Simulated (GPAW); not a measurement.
VCrB4:

```
Cr V B
1.0
     2.99670    0.00000    0.00000
    -1.49835    2.59522    0.00000
     0.00000    0.00000    5.93490
Cr V B
1 1 4
Direct
  0.00000 0.00000 0.00000
  0.00000 0.00000 0.50000
  0.66667 0.33333 0.24684
  0.66667 0.33333 0.75316
  0.33333 0.66667 0.24684
  0.33333 0.66667 0.75316
```

The cell comes from a database or a generator and needn't be the stable form of this composition.

Base run:

* Program: GPAW 26.7.0
* Functional: PBEsol
* Potentials or basis: PAW data sets generated in the run's folder for this functional
* Cutoff: 800 eV
* Basis: pw
* k mesh: 10 × 10 × 5
* Occupations: fermi-dirac, width 0.05 eV
* Spin: collinear spin, ferromagnetic start
* Starting moments: [3.0, 2.0, 0.0, 0.0, 0.0, 0.0] μB

Its results: pressure -5.3 GPa; net moment 0.58 μB per cell; site moments Cr +0.65; V -0.10; B +0.00 μB; largest force 0.024 eV/Å.

Problem. The run is repeated on the same cell with these changes: k mesh from 10 × 10 × 5 to 7 × 7 × 3. What comes out?

Solution. Pressure -3.4 GPa; net moment 1.24 μB per cell; site moments Cr +1.27; V -0.08; B -0.00 μB; largest force 0.019 eV/Å.

Caveats: a cell with one magnetic atom can't hold antiferromagnetic order, which such compounds often take.

Not every run made on this cell is shown here.
